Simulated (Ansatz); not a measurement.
# C2H9AlOS: the cost of one run

Method: revPBE/def2-SVP; program: Ansatz 0.2.0, Gaussian basis.

## 1. Structure used throughout

An earlier PBE0-D4 in a triple-zeta def2 set relaxation fixed the geometry.

SMILES `[CH3][Al-]([CH3])([OH])[SH2+]`, 14 atoms, charge 0, spin multiplicity 1.

Atoms are counted from 1 here; the program's logs count them from 0.

Bond lengths: C1–Al2 1.963 Å, C1–H6 1.096 Å, C1–H7 1.095 Å, C1–H8 1.095 Å, Al2–C3 1.960 Å, Al2–O4 1.726 Å, Al2–S5 2.625 Å, C3–H9 1.094 Å, C3–H10 1.096 Å, C3–H11 1.095 Å, O4–H12 0.955 Å, S5–H13 1.343 Å, S5–H14 1.344 Å. Angles: Al2–C1–H6 111.0°, Al2–C1–H7 111.9°, Al2–C1–H8 112.8°, H6–C1–H7 106.5°, H6–C1–H8 106.9°, H7–C1–H8 107.4°, C1–Al2–C3 121.9°, C1–Al2–O4 119.3°, C1–Al2–S5 100.2°, C3–Al2–O4 114.5°, C3–Al2–S5 98.6°, O4–Al2–S5 91.5°, Al2–C3–H9 112.2°, Al2–C3–H10 110.6°, Al2–C3–H11 112.7°, H9–C3–H10 106.6°, H9–C3–H11 107.9°, H10–C3–H11 106.6° and more.

Geometry (Å):

```xyz
14

C    -1.9330    0.5103    0.2060
Al   -0.1514   -0.2999    0.3526
C     1.4123    0.7332    0.9254
O    -0.0163   -2.0026    0.6039
S     0.4562   -0.5550   -2.1887
H    -2.3735    0.6708    1.1964
H    -1.8977    1.4905   -0.2812
H    -2.6358   -0.1104   -0.3588
H     2.3493    0.1930    0.7583
H     1.3605    0.9460    1.9990
H     1.4873    1.7010    0.4185
H    -0.7894   -2.5626    0.6409
H     1.5267   -1.2957   -1.8580
H     1.1919    0.5524   -2.3854
```

## 2. Dynamics

Contents of in.yaml:

```yaml
crystal:
  periodic: [false, false, false]
  atoms:
    - {symbol: C, position_ang: [-1.932951, 0.510269, 0.205984]}
    - {symbol: Al, position_ang: [-0.151361, -0.299910, 0.352595]}
    - {symbol: C, position_ang: [1.412273, 0.733174, 0.925429]}
    - {symbol: O, position_ang: [-0.016340, -2.002642, 0.603856]}
    - {symbol: S, position_ang: [0.456217, -0.554983, -2.188657]}
    - {symbol: H, position_ang: [-2.373507, 0.670757, 1.196363]}
    - {symbol: H, position_ang: [-1.897703, 1.490523, -0.281228]}
    - {symbol: H, position_ang: [-2.635764, -0.110362, -0.358764]}
    - {symbol: H, position_ang: [2.349342, 0.192968, 0.758273]}
    - {symbol: H, position_ang: [1.360453, 0.945981, 1.999004]}
    - {symbol: H, position_ang: [1.487284, 1.700963, 0.418531]}
    - {symbol: H, position_ang: [-0.789401, -2.562602, 0.640876]}
    - {symbol: H, position_ang: [1.526660, -1.295698, -1.858032]}
    - {symbol: H, position_ang: [1.191898, 0.552360, -2.385428]}
basis:
  gaussian: {orbitals: def2-SVP}
magnetization: {spin_polarized: true, initial_magnetization: 0}
hamiltonian: {xc: {name: revPBE}}
md: {timestep: 1 fs, n_steps: 20, ensemble: nvt_nose_hoover, temperature: 700, initial_velocities: maxwell_boltzmann, seed: 188}
```

The run is started by

```bash
$ ansatz run in.yaml --threads 4 --pin off --events-out ev --progress --plain --max-ram 10444MiB
```

Q: Estimate wall time and peak memory on 4 threads of Arm Neoverse V2, shared host.

About 42 s, with a peak of 0.65 GiB.
